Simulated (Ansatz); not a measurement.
# CH4K: the cost of one run

Program: Ansatz 0.2.0, Gaussian basis. Level of theory: RKS PBE-D4/def2-SVP. These are calculated values, not measurements.

Levels: PBE-D4, revPBE-D4, BLYP-D4, r2SCAN-D4, B97M-V, PBE0-D4, B3LYP-D4, HSE06-D4, wB97X-V, wB97M-V, B2PLYP, Hartree-Fock, MP2, CCSD, CCSD(T). The reference is CCSD(T) extrapolated to the basis limit. For elements past Ar these valence bases correlate outer-core shells poorly and lack relativity, so that limit is rough.

Correlated methods freeze the cores. The outer core shell of Li, Na, Mg and K is correlated. B3LYP uses VWN-RPA correlation. B2PLYP carries no dispersion term here.

163 further runs of the same task are left out: 163 set aside as unsound or not needed.

## Step 1: The starting structure

The pair, from a GFN2-xTB docking trial: 6 atoms, charge 1, spin multiplicity 1.

Atoms are counted from 1 here; the program's logs count them from 0.

Bond lengths: C2–H3 1.097 Å, C2–H4 1.083 Å, C2–H5 1.083 Å, C2–H6 1.098 Å. Angles: H3–C2–H4 108.8°, H3–C2–H5 107.7°, H3–C2–H6 114.4°, H4–C2–H5 109.0°, H4–C2–H6 109.1°, H5–C2–H6 107.8°.

As a file:

```xyz
6
charge 1, multiplicity 1
K    -0.03090    0.00930   -3.00400
C     0.00710    0.00160    0.58640
H     0.77830   -0.50510   -0.00710
H     0.45370    0.85210    1.08590
H    -0.34750   -0.69930    1.33270
H    -0.86070    0.34130    0.00610
```

Atoms 1 to 1 are fragment A (K+), the rest fragment B (CH₄).

## Step 2: A first relaxation in a small basis

Contents of pre/in.yaml:

```yaml
crystal:
  periodic: [false, false, false]
  atoms:
    - {symbol: K, position_ang: [-0.030900, 0.009300, -3.004000]}
    - {symbol: C, position_ang: [0.007100, 0.001600, 0.586400]}
    - {symbol: H, position_ang: [0.778300, -0.505100, -0.007100]}
    - {symbol: H, position_ang: [0.453700, 0.852100, 1.085900]}
    - {symbol: H, position_ang: [-0.347500, -0.699300, 1.332700]}
    - {symbol: H, position_ang: [-0.860700, 0.341300, 0.006100]}
basis:
  gaussian: {orbitals: def2-SVP}
total_charge: 1
hamiltonian: {xc: pbe, dispersion: d4}
relax: {f_tol: 0.03, max_steps: 250}
```

The run is started by

```console
ansatz run in.yaml --threads 2 --pin off --events-out ev --progress --plain --max-ram 5222MiB
```

**Question.** How long does this run take on 2 threads of Arm Neoverse V1, shared host?

About 12 s.
